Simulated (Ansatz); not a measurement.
**BeHBr (singlet): wave-function methods side by side, cc-pVDZ**

One table from this session's results is given with a row withheld; the runs are named, their logs left out.

The runs use Ansatz 0.2.0, Gaussian basis; cc-pVDZ, core rule «outside noble gas», up to 15 orbitals frozen.

To be run: UHF; CCSD(T) on RHF; CCSD(T) on UHF; BCCD(T) on RHF; CISD; CCSDT(Q) on RHF; CCSDT(Q) on UHF.

44 further runs of the same task are left out: 17 for a known fault of the program, 10 that didn't finish, 17 set aside as unsound or not needed. Runs told in other sessions of the task aren't counted.

## The geometry

The geometry is a PBE0/def2-TZVP stationary point (not a proven minimum) of the parent state, kept for this charge and spin. No spin-orbit coupling is included. The filled d shell of Br may be among the frozen orbitals whatever the setting's name suggests.

3 atoms, charge 0, spin multiplicity 1.

Atoms are counted from 1 here; the program's logs count them from 0.

Bond lengths: Br1–Be2 2.083 Å, Be2–H3 1.539 Å. Angles: Br1–Be2–H3 69.7°.

The first run:

File in.yaml:

```yaml
crystal:
  periodic: [false, false, false]
  atoms:
    - {symbol: Br, position_ang: [0.000000, 0.011131, 0.226374]}
    - {symbol: Be, position_ang: [0.000000, -0.239372, -1.841083]}
    - {symbol: H, position_ang: [0.000000, 1.257889, -1.484206]}
basis:
  gaussian: {orbitals: cc-pVDZ}
magnetization: {spin_polarized: true, initial_magnetization: 0}
hamiltonian: {xc: hf}
output: {orbitals: {seedname: orbitals}}
```

The run is started by

```console
$ ansatz run in.yaml --threads 1 --pin off --events-out ev --progress --plain --max-ram 2393MiB
```

Steps of the session up to this table: UHF; CCSD(T) on RHF; CCSD(T) on UHF; BCCD(T) on RHF; CISD; CCSDT(Q) on RHF; CCSDT(Q) on UHF.

One table of the session follows, with a row left open; its other results are not shown here.

```
   method  from RCCSDT(Q) (meV)
      RHF                     ?
      UHF               +5117.5
     RMP2                +869.6
     UMP2               +1054.3
     CISD                +652.9
    RCCSD                +235.6
    UCCSD                +279.7
 RCCSD(T)                 +43.1
 UCCSD(T)                 +98.9
  BCCD(T)                 +50.2
   RCCSDT                 +21.6
   UCCSDT                 +25.4
RCCSDT(Q)                     0
UCCSDT(Q)                  -2.4
```

**Question.** Estimate the row for RHF.

As computed: from RCCSDT(Q) (meV): +5516.7. In the column «from RCCSDT(Q) (meV)» it is the highest.

To keep in mind: The determinant of HF (⟨S²⟩ 0.74) is far from a pure spin state, so its energy mixes those of several spin states; that is harmless only where they are near-degenerate. The determinant of CCSD(T) (⟨S²⟩ 0.74) is far from a pure spin state, so its energy mixes those of several spin states; high orders of coupled cluster remove much of that, low ones don't. The determinant of CCSDT(Q) (⟨S²⟩ 0.74) is far from a pure spin state, so its energy mixes those of several spin states; high orders of coupled cluster remove much of that, low ones don't. Restricted and unrestricted rows rest on different reference determinants; a gap between their highest levels can come from leftover correlation error, from unlike frozen cores or from another state.
